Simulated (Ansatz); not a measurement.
# SrTiO3: the cost of one run

Computed with Ansatz 0.2.0 (DFT PBE, scalar-relativistic, plane waves, PAW, unless a step's input says otherwise).

## 1. The starting structure

It takes space group I4/mcm (No. 140, tetragonal). Conventional cell: a = 5.511 Å, b = 5.511 Å, c = 7.796 Å, α = 90.00°, β = 90.00°, γ = 90.00°. Around Sr (site symmetry -42m) lie 12 O at 2.73 to 2.78 Å. Around Ti (site symmetry 4/m) lie 6 O at 1.95 Å. O (site symmetry 422) has 2 Ti at 1.95 Å and 4 Sr at 2.76 Å as nearest neighbours. O (site symmetry m2m) is surrounded by 2 Ti at 1.95 Å and 4 Sr at 2.73 to 2.78 Å.

As a file:

```xyz
40
Lattice="5.5110 -5.5110 0.0000 5.5110 5.5110 0.0000 0.0000 0.0000 7.7960" Properties=species:S:1:pos:R:3 pbc="T T T"
Sr    2.7555    0.0000    5.8470
Sr    5.5110    2.7555    1.9490
Sr    5.5110   -2.7555    1.9490
Sr    8.2665    0.0000    5.8470
Sr    5.5110   -2.7555    5.8470
Sr    8.2665    0.0000    1.9490
Sr    2.7555    0.0000    1.9490
Sr    5.5110    2.7555    5.8470
Ti    0.0000    0.0000    0.0000
Ti    2.7555    2.7555    3.8980
Ti    2.7555   -2.7555    3.8980
Ti    5.5110    0.0000    0.0000
Ti    2.7555   -2.7555    0.0000
Ti    5.5110    0.0000    3.8980
Ti    0.0000    0.0000    3.8980
Ti    2.7555    2.7555    0.0000
O     0.0000    0.0000    1.9490
O     2.7555    2.7555    5.8470
O     2.7555   -2.7555    5.8470
O     5.5110    0.0000    1.9490
O     2.7555   -2.7555    1.9490
O     5.5110    0.0000    5.8470
O     0.0000    0.0000    5.8470
O     2.7555    2.7555    1.9490
O     6.8617   -1.4048    0.0000
O     9.6172    1.3507    3.8980
O     4.1062    1.3507    3.8980
O     6.8617    4.1062    0.0000
O     1.4048    1.3507    0.0000
O     4.1603    4.1062    3.8980
O     4.1603   -1.4048    3.8980
O     6.9158    1.3507    0.0000
O     4.1603   -4.1062    0.0000
O     6.9158   -1.3507    3.8980
O     1.4048   -1.3507    3.8980
O     4.1603    1.4048    0.0000
O     4.1062   -1.3507    0.0000
O     6.8617    1.4048    3.8980
O     6.8617   -4.1062    3.8980
O     9.6172   -1.3507    0.0000
```

The runs take a perfect supercell of 40 atoms; the defect goes to fractional position (0.000, 0.000, 0.000).

## 2. The perfect supercell

input.yaml reads:

```yaml
crystal:
  lattice:
    - [5.511, -5.511, 0.0]
    - [5.511, 5.511, 0.0]
    - [0.0, 0.0, 7.796]
  atoms:
    - { symbol: Sr, position: [0.25, 0.25, 0.75] }
    - { symbol: Sr, position: [0.25, 0.75, 0.25] }
    - { symbol: Sr, position: [0.75, 0.25, 0.25] }
    - { symbol: Sr, position: [0.75, 0.75, 0.75] }
    - { symbol: Sr, position: [0.75, 0.25, 0.75] }
    - { symbol: Sr, position: [0.75, 0.75, 0.25] }
    - { symbol: Sr, position: [0.25, 0.25, 0.25] }
    - { symbol: Sr, position: [0.25, 0.75, 0.75] }
    - { symbol: Ti, position: [0.0, 0.0, 0.0] }
    - { symbol: Ti, position: [0.0, 0.5, 0.5] }
    - { symbol: Ti, position: [0.5, 0.0, 0.5] }
    - { symbol: Ti, position: [0.5, 0.5, 0.0] }
    - { symbol: Ti, position: [0.5, 0.0, 0.0] }
    - { symbol: Ti, position: [0.5, 0.5, 0.5] }
    - { symbol: Ti, position: [0.0, 0.0, 0.5] }
    - { symbol: Ti, position: [0.0, 0.5, 0.0] }
    - { symbol: O, position: [0.0, 0.0, 0.25] }
    - { symbol: O, position: [0.0, 0.5, 0.75] }
    - { symbol: O, position: [0.5, 0.0, 0.75] }
    - { symbol: O, position: [0.5, 0.5, 0.25] }
    - { symbol: O, position: [0.5, 0.0, 0.25] }
    - { symbol: O, position: [0.5, 0.5, 0.75] }
    - { symbol: O, position: [0.0, 0.0, 0.75] }
    - { symbol: O, position: [0.0, 0.5, 0.25] }
    - { symbol: O, position: [0.75, 0.4951, 0.0] }
    - { symbol: O, position: [0.75, 0.9951, 0.5] }
    - { symbol: O, position: [0.25, 0.4951, 0.5] }
    - { symbol: O, position: [0.25, 0.9951, 0.0] }
    - { symbol: O, position: [0.0049, 0.25, 0.0] }
    - { symbol: O, position: [0.0049, 0.75, 0.5] }
    - { symbol: O, position: [0.5049, 0.25, 0.5] }
    - { symbol: O, position: [0.5049, 0.75, 0.0] }
    - { symbol: O, position: [0.75, 0.0049, 0.0] }
    - { symbol: O, position: [0.75, 0.5049, 0.5] }
    - { symbol: O, position: [0.25, 0.0049, 0.5] }
    - { symbol: O, position: [0.25, 0.5049, 0.0] }
    - { symbol: O, position: [0.4951, 0.25, 0.0] }
    - { symbol: O, position: [0.4951, 0.75, 0.5] }
    - { symbol: O, position: [0.9951, 0.25, 0.5] }
    - { symbol: O, position: [0.9951, 0.75, 0.0] }
basis:
  ecutwfc: 420
  fft_grid_basis: typed
kpoints:
  mp_grid: { grid: [2, 2, 2] }
hamiltonian:
  xc: pbe
  pseudopotentials: { kind: paw }
scf:
  occupations: { method: gaussian, width: 0.05 }
output:
  forces: true
  stress: false
  eigenvalues: true
  bader: false
  write_density: true
  volumetric_format: npy
```

On the command line:

```sh
$ ansatz run input.yaml --threads 4 --pin off --max-ram 10240MiB --backend cpu --events-out ev --progress --plain --runs-dir out
```

What time and memory should one allow on 4 threads of Arm Neoverse V1, shared host?

About 10 s, with a peak of 2.2 GiB.
